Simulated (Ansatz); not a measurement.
Runs of Ansatz 0.2.0 on AlSn. The structure is hexagonal, space group P-6m2 (No. 187). The conventional cell has a = 4.198 Å, b = 4.198 Å, c = 3.307 Å, α = 90.00°, β = 90.00°, γ = 120.00°. Around Sn (site symmetry -6m2) lie 6 Al at 2.93 Å and 2 Sn at 3.31 Å. Al (site symmetry -6m2) is surrounded by 6 Sn at 2.93 Å and 2 Al at 3.31 Å. The cell comes from a database or a generator and needn't be the stable form of this composition.

| task | level | spin | cell | k mesh | points for each segment of the path | gap on the mesh (eV) | pressure (GPa) | relaxed volume (Å³/atom) |
| --- | --- | --- | --- | --- | --- | --- | --- | --- |
| relaxation of cell and atoms | LDA | off | relaxed | 7 × 7 × 8 | - | none | 0.0 | (a) |
| relaxation of cell and atoms | PBEsol | off | relaxed | 7 × 7 × 8 | - | none | 0.0 | 24.35 |
| band structure | PBEsol | off | as given | 7 × 7 × 8 | 14 | none | -1.8 | - |
| band structure | LDA | SOC, no magnetisation | as given | 5 × 5 × 6 | 14 | none | -3.3 | - |

Alike in all rows: potentials or basis Ansatz PAW; cutoff (eV) 420; smearing fermi-dirac 0.05 eV.

Estimate the missing entries.

(a) 23.76.

Caveats: the PAW data sets come from PBE, with cores solved anew for the run's functional, which leaves a small shift of forces and pressure; the plane-wave basis is chosen anew once the cell has moved, so the energies of steps on either side of that aren't comparable (some runs); spin-orbit coupling is left out, which moves the levels of the heavy elements (some runs).

A k mesh can miss the band edges, and rows without SOC leave out spin-orbit coupling on Sn.

A gap of «none» marks a metal or a gap under the smearing width.
